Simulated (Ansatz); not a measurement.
# Cl2H12N2Si5: a ladder of functionals and wavefunction methods

The task here is to estimate one member of a computed series from the others.

Computed with Ansatz 0.2.0, Gaussian basis. Level: functionals in def2-TZVPP, the program's frozen cores in correlated methods.

The runs, in order: LDA (SPW92), PBE-D4, revPBE-D4, BLYP-D4, r2SCAN-D4, B97M-V, PBE0-D4, B3LYP-D4, r2SCANh-D4, r2SCAN0-D4, HSE06-D4, BHLYP-D4, CAM-B3LYP-D4, LC-ωPBE, ωB97X-V, ωB97M-V, B2PLYP, PBE-QIDH; CCSD(T)/def2-SVP; CCSD(T)/def2-TZVPP; MP2/def2-QZVPP; extrapolation to the limit; RPA on PBE.

**The geometry**

An earlier PBE0-D4 in a triple-zeta def2 set relaxation fixed the geometry.

SMILES `[SiH3]N([SiH3])[Si](Cl)(Cl)N([SiH3])[SiH3]`, 21 atoms, charge 0, spin multiplicity 1.

Atoms are counted from 1 here; the program's logs count them from 0.

Bond lengths: Si1–N2 1.749 Å, Si1–H10 1.486 Å, Si1–H11 1.484 Å, Si1–H12 1.484 Å, N2–Si3 1.748 Å, N2–Si4 1.702 Å, Si3–H13 1.483 Å, Si3–H14 1.488 Å, Si3–H15 1.483 Å, Si4–Cl5 2.050 Å, Si4–Cl6 2.050 Å, Si4–N7 1.702 Å, N7–Si8 1.749 Å, N7–Si9 1.748 Å, Si8–H16 1.484 Å, Si8–H17 1.484 Å, Si8–H18 1.486 Å, Si9–H19 1.488 Å and more. Angles: N2–Si1–H10 110.3°, N2–Si1–H11 107.9°, N2–Si1–H12 110.5°, H10–Si1–H11 109.5°, H10–Si1–H12 108.9°, H11–Si1–H12 109.7°, Si1–N2–Si3 117.2°, Si1–N2–Si4 119.1°, Si3–N2–Si4 123.6°, N2–Si3–H13 111.6°, N2–Si3–H14 105.1°, N2–Si3–H15 111.8°, H13–Si3–H14 109.1°, H13–Si3–H15 109.8°, H14–Si3–H15 109.3°, N2–Si4–Cl5 106.8°, N2–Si4–Cl6 111.2°, N2–Si4–N7 113.4° and more.

Geometry (Å):

```xyz
21
Cl2H12N2Si5
Si   -2.0192   -0.9952   -0.4343
N    -1.2681    0.1185    0.6861
Si   -1.8655    0.1250    2.3288
Si   -0.0376    1.1526    0.1269
Cl    0.6235    2.2201    1.7479
Cl   -0.7658    2.5040   -1.2324
N     1.2442    0.3307   -0.6331
Si    2.0609   -0.9544    0.2277
Si    1.8306    0.7206   -2.2329
H    -1.7715   -2.3976   -0.0110
H    -1.4215   -0.7689   -1.7735
H    -3.4838   -0.7627   -0.4933
H    -0.8070   -0.2534    3.2956
H    -2.9391   -0.9052    2.3549
H    -2.4393    1.4403    2.7013
H     1.4606   -1.0515    1.5813
H     3.5114   -0.6616    0.3424
H     1.8860   -2.2455   -0.4863
H     2.9584   -0.2203   -2.4723
H     0.7886    0.5007   -3.2645
H     2.3298    2.1143   -2.3122
```

Set-up of the first run:

in.yaml reads:

```yaml
crystal:
  periodic: [false, false, false]
  atoms:
    - {symbol: Si, position_ang: [-2.019176, -0.995173, -0.434271]}
    - {symbol: N, position_ang: [-1.268124, 0.118489, 0.686103]}
    - {symbol: Si, position_ang: [-1.865453, 0.124970, 2.328785]}
    - {symbol: Si, position_ang: [-0.037637, 1.152620, 0.126890]}
    - {symbol: Cl, position_ang: [0.623475, 2.220077, 1.747862]}
    - {symbol: Cl, position_ang: [-0.765776, 2.504003, -1.232388]}
    - {symbol: N, position_ang: [1.244213, 0.330735, -0.633098]}
    - {symbol: Si, position_ang: [2.060928, -0.954403, 0.227690]}
    - {symbol: Si, position_ang: [1.830579, 0.720611, -2.232907]}
    - {symbol: H, position_ang: [-1.771513, -2.397564, -0.011015]}
    - {symbol: H, position_ang: [-1.421482, -0.768880, -1.773519]}
    - {symbol: H, position_ang: [-3.483798, -0.762734, -0.493268]}
    - {symbol: H, position_ang: [-0.807048, -0.253435, 3.295634]}
    - {symbol: H, position_ang: [-2.939051, -0.905185, 2.354852]}
    - {symbol: H, position_ang: [-2.439264, 1.440288, 2.701258]}
    - {symbol: H, position_ang: [1.460598, -1.051456, 1.581287]}
    - {symbol: H, position_ang: [3.511361, -0.661641, 0.342431]}
    - {symbol: H, position_ang: [1.885955, -2.245468, -0.486294]}
    - {symbol: H, position_ang: [2.958369, -0.220280, -2.472317]}
    - {symbol: H, position_ang: [0.788601, 0.500682, -3.264471]}
    - {symbol: H, position_ang: [2.329843, 2.114347, -2.312241]}
basis:
  gaussian: {orbitals: def2-TZVPP}
hamiltonian: {xc: lda}
output: {orbitals: {seedname: orbitals}}
```

Steps of the session up to this table: LDA; PBE-D4 (GGA); revPBE-D4 (GGA); BLYP-D4 (GGA); r2SCAN-D4 (meta-GGA); B97M-V (meta-GGA); PBE0-D4 (hybrid); B3LYP-D4 (hybrid); r2SCANh-D4 (hybrid); r2SCAN0-D4 (hybrid); HSE06-D4 (hybrid); BHLYP-D4 (hybrid); CAM-B3LYP-D4 (range-separated); LC-ωPBE (range-separated); ωB97X-V (range-separated); ωB97M-V (range-separated); B2PLYP (double hybrid); PBE-QIDH (double hybrid).

One table of the session follows, with a row left open; its other results are not shown here.

It belongs to the step «Frontier levels by functional». 

```
  functional  HOMO (eV)  gap (eV)
 LDA (SPW92)      -6.76      5.20
      PBE-D4      -6.67      5.40
   revPBE-D4      -6.63      5.49
     BLYP-D4      -6.53      5.46
   r2SCAN-D4      -6.98      6.05
      B97M-V          ?         ?
     PBE0-D4      -7.97      7.56
    B3LYP-D4      -7.74      7.18
  r2SCANh-D4      -7.46      6.81
  r2SCAN0-D4      -8.19      7.96
    HSE06-D4      -7.57      6.79
    BHLYP-D4      -9.19      9.73
CAM-B3LYP-D4      -9.30      9.95
     LC-ωPBE     -10.66     12.41
     ωB97X-V     -10.33     11.92
     ωB97M-V     -10.22     11.49
```

**Question.** Estimate the row for B97M-V.

As computed: HOMO (eV): -7.16; gap (eV): 6.00. In the column «HOMO (eV)» it lies between r2SCANh-D4 (-7.46) and r2SCAN-D4 (-6.98).
